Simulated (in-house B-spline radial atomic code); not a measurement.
# Ga⁸⁺: excited configurations

How much energy does it take to promote electrons of Ga⁸⁺ to other shells? Each configuration is solved by itself and compared with the reference.

Program: in-house B-spline radial atomic code version 1. Level of theory: Dirac-Hartree-Fock, average of configuration, Fermi nucleus, basis-set limit. These are calculated values, not measurements, unless marked.

## 1. The atom as given

| Quantity | Value |
| --- | --- |
| element | gallium (Z = 31) |
| charge | +8 |
| electrons | 23 |
| configuration | [Ar] 3d5 |
| Hamiltonian | Dirac-Coulomb |
| nucleus | Fermi, rms radius 3.997 fm |

Outer shells as boxes (Hund's rule):

[Ar] 3d5
```
[Ar] core
3d [↑ ][↑ ][↑ ][↑ ][↑ ]
```

The boxes draw the filling by Hund's rule, which heavy ions in jj coupling don't follow; these runs average over all states of the configuration.

The run's settings:

```ini
Z = 31
electrons = 23.0
configuration = [Ar] 3d5
hamiltonian = dirac
method = hf
spin_polarised = False
nucleus = fermi
rms_radius = 3.9973
mass_number = 69
atomic_mass = 68.925573528
speed_of_light = 137.035999084
```

This reference run was done before. Its total energy is -1919.450010 hartree, and its levels are (the highest eight at most):

| orbital | occupation | energy (eV) | <r> (bohr) |
| --- | --- | --- | --- |
| 2s1/2 | 2 | -1537.28 | 0.2165 |
| 2p1/2 | 2 | -1377.50 | 0.1879 |
| 2p3/2 | 4 | -1349.54 | 0.1913 |
| 3s1/2 | 2 | -354.03 | 0.6180 |
| 3p1/2 | 2 | -298.10 | 0.6243 |
| 3p3/2 | 4 | -293.71 | 0.6319 |
| 3d3/2 | 2 | -209.05 | 0.6253 |
| 3d5/2 | 3 | -208.38 | 0.6277 |

## 2. Run with [Ne] 3s2 3p5 3d5 4p1

The settings differ from step 1 so:

```diff
@@ -2,3 +2,3 @@
 electrons = 23.0
-configuration = [Ar] 3d5
+configuration = [Ne] 3s2 3p5 3d5 4p1
 hamiltonian = dirac
```

From the run's result record (rounded, not every field):

```text
{
  "status": "converged",
  "scf [iteration, energy, orbital gradient]": [
    [1, -1890.45522602, 1.26],
    [2, -1910.04492589, 0.51],
    [3, -1912.56447843, 0.174],
    [4, -1912.88072128, 0.0568],
    [5, -1912.91666914, 0.0197],
    [6, -1912.92146335, 0.00108],
    [7, -1912.92147703, 3.19e-05],
    [8, -1912.92147703, 2.27e-06],
    [9, -1912.92147703, 1.57e-07]
  ],
  "energy [hartree]": {"total": -1912.92147703, "kinetic": 1952.61806553, "nuclear": -4447.61497678, "coulomb": 646.410028352, "exact_exchange": -64.3345941332},
  "breit [hartree]": {"gaunt": 0.932789, "retardation": -0.08586075, "frequency_dependence": -0.003227513},
  "qed [hartree]": {"self_energy": 0.6290563, "uehling": -0.05897425, "wichmann_kroll": 0.0005035835},
  "recoil [hartree]": 0.01149385,
  "total_with_corrections [hartree]": -1911.49569681,
  "orbitals [hartree, bohr; first row names the columns]": [
    ["name", "occ", "eps", "<r>"],
    ["1s1/2", 2.0, -391.82605, 0.048578],
    ["2s1/2", 2.0, -57.215918, 0.21629],
    ["2p1/2", 2.0, -51.351581, 0.18801],
    ["2p3/2", 4.0, -50.322433, 0.19143],
    ["3s1/2", 2.0, -13.431931, 0.61231],
    ["3p1/2", 1.6667, -11.477916, 0.61519],
    ["3p3/2", 3.3333, -11.313275, 0.62246],
    ["3d3/2", 2.0, -8.1806467, 0.60986],
    ["3d5/2", 3.0, -8.1555249, 0.61208],
    ["4p1/2", 0.33333, -4.2580865, 1.5246],
    ["4p3/2", 0.66667, -4.226006, 1.537]
  ],
  "sum_r [bohr^k]": {"-1": 143.4718, "1": 10.58513, "2": 8.330017},
  "energy_minus_base [hartree]": 6.52853326,
  "energy_minus_base_with_corrections [hartree]": 6.52404094
}
```

Wall time 1.5 s (1 thread, shared host).

energy_minus_base is the energy less that of the reference run.

## 3. [Ne] 3s2 3p5 3d5 7g1

The settings differ from step 2 so:

```diff
@@ -2,3 +2,3 @@
 electrons = 23.0
-configuration = [Ne] 3s2 3p5 3d5 4p1
+configuration = [Ne] 3s2 3p5 3d5 7g1
 hamiltonian = dirac
```

Results of the run:

```text
{
  "status": "converged",
  "scf [iteration, energy, orbital gradient]": [
    [1, -1886.49810579, 1.27],
    [2, -1907.08095305, 0.445],
    [3, -1909.19026092, 0.16],
    [4, -1909.47471311, 0.0554],
    [5, -1909.51102735, 0.0171],
    [6, -1909.51501855, 0.000987],
    [7, -1909.51502832, 2.04e-05],
    [8, -1909.51502832, 2.55e-06],
    [9, -1909.51502832, 1.14e-07]
  ],
  "energy [hartree]": {"total": -1909.51502832, "kinetic": 1949.18310696, "nuclear": -4428.74534108, "coulomb": 634.265317571, "exact_exchange": -64.2181117677},
  "breit [hartree]": {"gaunt": 0.9311555, "retardation": -0.08557018, "frequency_dependence": -0.003216168},
  "qed [hartree]": {"self_energy": 0.6291005, "uehling": -0.05898067, "wichmann_kroll": 0.0005036371},
  "recoil [hartree]": 0.01148177,
  "total_with_corrections [hartree]": -1908.09055387,
  "orbitals [hartree, bohr; first row names the columns]": [
    ["name", "occ", "eps", "<r>"],
    ["1s1/2", 2.0, -392.4295, 0.048577],
    ["2s1/2", 2.0, -57.785085, 0.21625],
    ["2p1/2", 2.0, -51.923903, 0.18798],
    ["2p3/2", 4.0, -50.894229, 0.1914],
    ["3s1/2", 2.0, -13.952921, 0.61123],
    ["3p1/2", 1.6667, -11.995647, 0.61409],
    ["3p3/2", 3.3333, -11.830239, 0.62128],
    ["3d3/2", 2.0, -8.7058362, 0.60655],
    ["3d5/2", 3.0, -8.6804969, 0.60873],
    ["7g7/2", 0.44444, -0.82806852, 7.0341],
    ["7g9/2", 0.55556, -0.82804833, 7.0343]
  ],
  "sum_r [bohr^k]": {"-1": 142.8631, "1": 16.06156, "2": 61.61696},
  "energy_minus_base [hartree]": 9.93498197,
  "energy_minus_base_with_corrections [hartree]": 9.92918389
}
```

Run time: 2.1 s. Hardware: 1 thread, shared host.

Radial density 4πr²n(r) and radial functions P(r) = rR(r):

| r (bohr) | 4πr²n | 3p3/2 | 3d5/2 | 7g9/2 |
| --- | --- | --- | --- | --- |
| 0.00486 | 5.026 | 0.0081 | 0.0001 | 0.0000 |
| 0.00762 | 10.18 | 0.0190 | 0.0002 | 0.0000 |
| 0.0119 | 18.62 | 0.0432 | 0.0007 | 0.0000 |
| 0.0187 | 29.61 | 0.0955 | 0.0025 | 0.0000 |
| 0.0293 | 37.57 | 0.1980 | 0.0087 | 0.0000 |
| 0.0459 | 35.79 | 0.3738 | 0.0286 | 0.0000 |
| 0.0719 | 30.51 | 0.6067 | 0.0862 | 0.0000 |
| 0.113 | 38.47 | 0.7568 | 0.2329 | 0.0000 |
| 0.176 | 42.25 | 0.5194 | 0.5243 | 0.0002 |
| 0.276 | 23.37 | -0.3113 | 0.9547 | 0.0010 |
| 0.433 | 21.19 | -1.2313 | 1.2778 | 0.0058 |
| 0.679 | 17.64 | -1.2618 | 1.1249 | 0.0285 |
| 1.06 | 3.490 | -0.5404 | 0.5602 | 0.1119 |
| 1.67 | 0.1728 | -0.0725 | 0.1130 | 0.2809 |
| 2.61 | 0.02699 | -0.0019 | 0.0058 | 0.1637 |
| 4.09 | 0.1201 | 0.0000 | 0.0000 | -0.3466 |
| 6.40 | 0.08698 | 0.0000 | 0.0000 | 0.2949 |
| 10.0 | 0.08208 | 0.0000 | 0.0000 | 0.2865 |
| 15.7 | 5.389e-05 | 0.0000 | 0.0000 | 0.0073 |
| 24.6 | 5.450e-12 | 0.0000 | 0.0000 | 0.0000 |

On the record's full grid the radial density has clear maxima near r = 0.037, 0.14, 0.54, 4.1, 8.0 bohr.

## 4. Configuration [Ne] 3s2 3p5 3d5 7f1

The settings differ from step 3 so:

```diff
@@ -2,3 +2,3 @@
 electrons = 23.0
-configuration = [Ne] 3s2 3p5 3d5 7g1
+configuration = [Ne] 3s2 3p5 3d5 7f1
 hamiltonian = dirac
```

Results of the run:

```text
{
  "status": "converged",
  "scf [iteration, energy, orbital gradient]": [
    [1, -1886.54215853, 1.27],
    [2, -1907.09053818, 0.445],
    [3, -1909.21175132, 0.16],
    [4, -1909.49747604, 0.0552],
    [5, -1909.53373958, 0.0172],
    [6, -1909.53777302, 0.000997],
    [7, -1909.53778295, 2.2e-05],
    [8, -1909.53778295, 2.73e-06],
    [9, -1909.53778295, 1.12e-07]
  ],
  "energy [hartree]": {"total": -1909.53778295, "kinetic": 1949.20537042, "nuclear": -4428.94437064, "coulomb": 634.426518757, "exact_exchange": -64.2253014858},
  "breit [hartree]": {"gaunt": 0.931145, "retardation": -0.08557021, "frequency_dependence": -0.003216064},
  "qed [hartree]": {"self_energy": 0.6290982, "uehling": -0.05898049, "wichmann_kroll": 0.0005036356},
  "recoil [hartree]": 0.01148117,
  "total_with_corrections [hartree]": -1908.1133218,
  "orbitals [hartree, bohr; first row names the columns]": [
    ["name", "occ", "eps", "<r>"],
    ["1s1/2", 2.0, -392.42292, 0.048577],
    ["2s1/2", 2.0, -57.777774, 0.21625],
    ["2p1/2", 2.0, -51.916712, 0.18798],
    ["2p3/2", 4.0, -50.887021, 0.19139],
    ["3s1/2", 2.0, -13.945691, 0.61132],
    ["3p1/2", 1.6667, -11.98862, 0.61421],
    ["3p3/2", 3.3333, -11.823268, 0.62141],
    ["3d3/2", 2.0, -8.6991032, 0.60678],
    ["3d5/2", 3.0, -8.6737768, 0.60897],
    ["7f5/2", 0.42857, -0.85085174, 7.2391],
    ["7f7/2", 0.57143, -0.85081296, 7.2396]
  ],
  "sum_r [bohr^k]": {"-1": 142.8695, "1": 16.26872, "2": 65.07121},
  "energy_minus_base [hartree]": 9.91222734,
  "energy_minus_base_with_corrections [hartree]": 9.90641596
}
```

Wall time 2 s (1 thread, shared host).

## 5. Configuration [Ar] 3d4 5s1

The settings differ from step 4 so:

```diff
@@ -2,3 +2,3 @@
 electrons = 23.0
-configuration = [Ne] 3s2 3p5 3d5 7f1
+configuration = [Ar] 3d4 5s1
 hamiltonian = dirac
```

Results of the run:

```text
{
  "status": "converged",
  "scf [iteration, energy, orbital gradient]": [
    [1, -1892.97802774, 1.25],
    [2, -1912.48284012, 0.42],
    [3, -1914.22501322, 0.156],
    [4, -1914.46833528, 0.0566],
    [5, -1914.50145499, 0.0155],
    [6, -1914.50465818, 0.000505],
    [7, -1914.50466036, 9.61e-06],
    [8, -1914.50466036, 1.19e-06],
    [9, -1914.50466036, 6.62e-08]
  ],
  "energy [hartree]": {"total": -1914.50466036, "kinetic": 1954.38015194, "nuclear": -4445.03186894, "coulomb": 641.531047314, "exact_exchange": -65.3839906776},
  "breit [hartree]": {"gaunt": 0.9385129, "retardation": -0.08663727, "frequency_dependence": -0.003279082},
  "qed [hartree]": {"self_energy": 0.6295769, "uehling": -0.05900754, "wichmann_kroll": 0.0005038714},
  "recoil [hartree]": 0.01152652,
  "total_with_corrections [hartree]": -1913.0734641,
  "orbitals [hartree, bohr; first row names the columns]": [
    ["name", "occ", "eps", "<r>"],
    ["1s1/2", 2.0, -391.96614, 0.048585],
    ["2s1/2", 2.0, -57.513311, 0.21633],
    ["2p1/2", 2.0, -51.635505, 0.18777],
    ["2p3/2", 4.0, -50.607827, 0.19117],
    ["3s1/2", 2.0, -13.786623, 0.61044],
    ["3p1/2", 2.0, -11.706617, 0.61474],
    ["3p3/2", 4.0, -11.540076, 0.622],
    ["3d3/2", 1.6, -8.4946501, 0.60599],
    ["3d5/2", 2.4, -8.4690599, 0.6082],
    ["5s1/2", 1.0, -2.6324139, 2.5917]
  ],
  "sum_r [bohr^k]": {"-1": 143.3885, "1": 11.62939, "2": 13.15078},
  "energy_minus_base [hartree]": 4.94534993,
  "energy_minus_base_with_corrections [hartree]": 4.94627366
}
```

Run time: 1.3 s. Hardware: 1 thread, shared host.

## 6. Configuration [Ar] 3d4 6g1

The settings differ from step 5 so:

```diff
@@ -2,3 +2,3 @@
 electrons = 23.0
-configuration = [Ar] 3d4 5s1
+configuration = [Ar] 3d4 6g1
 hamiltonian = dirac
```

Results of the run:

```text
{
  "status": "converged",
  "scf [iteration, energy, orbital gradient]": [
    [1, -1891.25785738, 1.25],
    [2, -1911.04209129, 0.414],
    [3, -1912.72478738, 0.154],
    [4, -1912.9629965, 0.0569],
    [5, -1912.99639036, 0.0146],
    [6, -1912.99942246, 0.000536],
    [7, -1912.99942515, 1.65e-05],
    [8, -1912.99942516, 1.84e-06],
    [9, -1912.99942516, 9.55e-08]
  ],
  "energy [hartree]": {"total": -1912.99942516, "kinetic": 1952.83628048, "nuclear": -4437.29672564, "coulomb": 636.793496194, "exact_exchange": -65.3324761866},
  "breit [hartree]": {"gaunt": 0.9379967, "retardation": -0.0865871, "frequency_dependence": -0.003281995},
  "qed [hartree]": {"self_energy": 0.6291756, "uehling": -0.05897273, "wichmann_kroll": 0.0005035756},
  "recoil [hartree]": 0.0115164,
  "total_with_corrections [hartree]": -1911.56907471,
  "orbitals [hartree, bohr; first row names the columns]": [
    ["name", "occ", "eps", "<r>"],
    ["1s1/2", 2.0, -392.19999, 0.048585],
    ["2s1/2", 2.0, -57.732697, 0.21633],
    ["2p1/2", 2.0, -51.85942, 0.18775],
    ["2p3/2", 4.0, -50.831557, 0.19116],
    ["3s1/2", 2.0, -13.985483, 0.61026],
    ["3p1/2", 2.0, -11.90986, 0.61411],
    ["3p3/2", 4.0, -11.742994, 0.62135],
    ["3d3/2", 1.6, -8.7000289, 0.60479],
    ["3d5/2", 2.4, -8.6743389, 0.60699],
    ["6g7/2", 0.44444, -1.1268664, 4.8731],
    ["6g9/2", 0.55556, -1.1268334, 4.8733]
  ],
  "sum_r [bohr^k]": {"-1": 143.1389, "1": 13.90178, "2": 32.3837},
  "energy_minus_base [hartree]": 6.45058513,
  "energy_minus_base_with_corrections [hartree]": 6.45066305
}
```

Wall time 1.9 s (1 thread, shared host).

## 7. Configuration [Ar] 3d4 4f1

The settings differ from step 6 so:

```diff
@@ -2,3 +2,3 @@
 electrons = 23.0
-configuration = [Ar] 3d4 6g1
+configuration = [Ar] 3d4 4f1
 hamiltonian = dirac
```

Results of the run:

```text
{
  "status": "converged",
  "scf [iteration, energy, orbital gradient]": [
    [1, -1892.88576708, 1.25],
    [2, -1912.25584082, 0.42],
    [3, -1914.19307456, 0.152],
    [4, -1914.44807121, 0.0548],
    [5, -1914.48223264, 0.0146],
    [6, -1914.48546504, 0.000484],
    [7, -1914.48546846, 2.47e-05],
    [8, -1914.48546846, 1.28e-06],
    [9, -1914.48546846, 1.87e-07]
  ],
  "energy [hartree]": {"total": -1914.48546846, "kinetic": 1954.32030433, "nuclear": -4447.80346295, "coulomb": 644.35913797, "exact_exchange": -65.3614478123},
  "breit [hartree]": {"gaunt": 0.9379392, "retardation": -0.08658351, "frequency_dependence": -0.003281482},
  "qed [hartree]": {"self_energy": 0.6291675, "uehling": -0.05897218, "wichmann_kroll": 0.0005035708},
  "recoil [hartree]": 0.0115248,
  "total_with_corrections [hartree]": -1913.05517058,
  "orbitals [hartree, bohr; first row names the columns]": [
    ["name", "occ", "eps", "<r>"],
    ["1s1/2", 2.0, -391.86043, 0.048585],
    ["2s1/2", 2.0, -57.389955, 0.21632],
    ["2p1/2", 2.0, -51.517182, 0.18775],
    ["2p3/2", 4.0, -50.489238, 0.19115],
    ["3s1/2", 2.0, -13.640732, 0.61063],
    ["3p1/2", 2.0, -11.566162, 0.61467],
    ["3p3/2", 4.0, -11.399503, 0.62195],
    ["3d3/2", 1.6, -8.3580216, 0.60613],
    ["3d5/2", 2.4, -8.3323942, 0.60835],
    ["4f5/2", 0.42857, -2.6133277, 1.8704],
    ["4f7/2", 0.57143, -2.6132974, 1.8705]
  ],
  "sum_r [bohr^k]": {"-1": 143.4779, "1": 10.90854, "2": 9.595552},
  "energy_minus_base [hartree]": 4.96454182,
  "energy_minus_base_with_corrections [hartree]": 4.96456718
}
```

It took 1.8 s on 1 thread, shared host.

## 8. [Ar] 3d4 5f1

The settings differ from step 7 so:

```diff
@@ -2,3 +2,3 @@
 electrons = 23.0
-configuration = [Ar] 3d4 4f1
+configuration = [Ar] 3d4 5f1
 hamiltonian = dirac
```

Results of the run:

```text
{
  "status": "converged",
  "scf [iteration, energy, orbital gradient]": [
    [1, -1891.87262976, 1.25],
    [2, -1911.52884945, 0.417],
    [3, -1913.26783156, 0.154],
    [4, -1913.51172156, 0.0561],
    [5, -1913.5452574, 0.0148],
    [6, -1913.54840993, 0.000547],
    [7, -1913.5484129, 1.96e-05],
    [8, -1913.54841291, 2.04e-06],
    [9, -1913.54841291, 1.17e-07]
  ],
  "energy [hartree]": {"total": -1913.5484129, "kinetic": 1953.38390825, "nuclear": -4441.22368173, "coulomb": 639.642011408, "exact_exchange": -65.3506508372},
  "breit [hartree]": {"gaunt": 0.9379599, "retardation": -0.08658511, "frequency_dependence": -0.003281655},
  "qed [hartree]": {"self_energy": 0.6291697, "uehling": -0.05897233, "wichmann_kroll": 0.0005035721},
  "recoil [hartree]": 0.01151906,
  "total_with_corrections [hartree]": -1912.11809977,
  "orbitals [hartree, bohr; first row names the columns]": [
    ["name", "occ", "eps", "<r>"],
    ["1s1/2", 2.0, -392.07287, 0.048585],
    ["2s1/2", 2.0, -57.603532, 0.21632],
    ["2p1/2", 2.0, -51.730576, 0.18775],
    ["2p3/2", 4.0, -50.702664, 0.19115],
    ["3s1/2", 2.0, -13.855902, 0.61049],
    ["3p1/2", 2.0, -11.780903, 0.61445],
    ["3p3/2", 4.0, -11.614177, 0.6217],
    ["3d3/2", 1.6, -8.5719312, 0.6055],
    ["3d5/2", 2.4, -8.5462781, 0.60771],
    ["5f5/2", 0.42857, -1.6759909, 3.3213],
    ["5f7/2", 0.57143, -1.675939, 3.3215]
  ],
  "sum_r [bohr^k]": {"-1": 143.2656, "1": 12.35533, "2": 18.28363},
  "energy_minus_base [hartree]": 5.90159738,
  "energy_minus_base_with_corrections [hartree]": 5.90163799
}
```

Run time: 1.9 s. Hardware: 1 thread, shared host.

## 9. Run with [Ne] 3s2 3p5 3d5 6p1

The settings differ from step 8 so:

```diff
@@ -2,3 +2,3 @@
 electrons = 23.0
-configuration = [Ar] 3d4 5f1
+configuration = [Ne] 3s2 3p5 3d5 6p1
 hamiltonian = dirac
```

Results of the run:

```text
{
  "status": "converged",
  "scf [iteration, energy, orbital gradient]": [
    [1, -1887.32522982, 1.27],
    [2, -1907.77077755, 0.449],
    [3, -1909.8984605, 0.161],
    [4, -1910.18451479, 0.0555],
    [5, -1910.22057435, 0.0173],
    [6, -1910.22464669, 0.000986],
    [7, -1910.2246564, 2.28e-05],
    [8, -1910.2246564, 2.84e-06],
    [9, -1910.2246564, 1.05e-07]
  ],
  "energy [hartree]": {"total": -1910.2246564, "kinetic": 1949.89916895, "nuclear": -4432.65504512, "coulomb": 636.76915182, "exact_exchange": -64.2379320516},
  "breit [hartree]": {"gaunt": 0.9315119, "retardation": -0.08563514, "frequency_dependence": -0.003218636},
  "qed [hartree]": {"self_energy": 0.629091, "uehling": -0.05897927, "wichmann_kroll": 0.0005036255},
  "recoil [hartree]": 0.01148426,
  "total_with_corrections [hartree]": -1908.79989868,
  "orbitals [hartree, bohr; first row names the columns]": [
    ["name", "occ", "eps", "<r>"],
    ["1s1/2", 2.0, -392.30452, 0.048577],
    ["2s1/2", 2.0, -57.667559, 0.21626],
    ["2p1/2", 2.0, -51.805657, 0.18798],
    ["2p3/2", 4.0, -50.776105, 0.1914],
    ["3s1/2", 2.0, -13.845483, 0.61145],
    ["3p1/2", 1.6667, -11.888713, 0.6143],
    ["3p3/2", 3.3333, -11.723465, 0.6215],
    ["3d3/2", 2.0, -8.597592, 0.6071],
    ["3d5/2", 3.0, -8.5722999, 0.60929],
    ["6p1/2", 0.33333, -1.5423498, 4.2947],
    ["6p3/2", 0.66667, -1.5354675, 4.3144]
  ],
  "sum_r [bohr^k]": {"-1": 142.9892, "1": 13.3396, "2": 26.4121},
  "energy_minus_base [hartree]": 9.22535389,
  "energy_minus_base_with_corrections [hartree]": 9.21983908
}
```

Wall time 1.6 s (1 thread, shared host).

## 10. Energies above the reference

| net move | configuration | energy above the reference (eV) | with Breit, QED, recoil (eV) | largest <r> (bohr) |
| --- | --- | --- | --- | --- |
| 3d → 5s | [Ar] 3d4 5s1 | 134.57 | 134.59 | 2.59 |
| 3d → 4f | [Ar] 3d4 4f1 | 135.09 | 135.09 | 1.87 |
| 3d → 5f | [Ar] 3d4 5f1 | 160.59 | 160.59 | 3.32 |
| 3d → 6g | [Ar] 3d4 6g1 | 175.53 | 175.53 | 4.87 |
| 3p → 4p | [Ne] 3s2 3p5 3d5 4p1 | 177.65 | 177.53 | 1.54 |
| 3p → 6p | [Ne] 3s2 3p5 3d5 6p1 | 251.03 | 250.88 | 4.31 |
| 3p → 7f | [Ne] 3s2 3p5 3d5 7f1 | 269.73 | 269.57 | 7.24 |
| 3p → 7g | [Ne] 3s2 3p5 3d5 7g1 | 270.34 | 270.19 | 7.03 |

Quantum defects of the promoted electron, δ = n − ζ/√(−2ε) with ζ = 9 and ε its orbital energy in hartree:

| promotion | δ |
| --- | --- |
| 3d → 5s | 1.078 |
| 3d → 4f | 0.063 |
| 3d → 5f | 0.084 |
| 3d → 6g | 0.005 |
| 3p → 4p | 0.908 |
| 3p → 6p | 0.868 |
| 3p → 7f | 0.101 |
| 3p → 7g | 0.006 |

What this shows: At the bottom stands 3d → 5s (134.57 eV), at the top 3p → 7g (270.34 eV). Koopmans' estimate of the ionisation threshold is 208.38 eV; 3 configurations exceed it by over 2 % and could autoionise. Of those tabulated, the defect is largest for 5s (1.08) and least for 6g (0.00): low angular momentum penetrates the core, high angular momentum stays outside it. Two partly filled shells share a symmetry and can mix in the average, which may lower the energy, for: 3p → 4p; 3p → 6p. These are averages over configurations, without correlation, not spectroscopic levels.
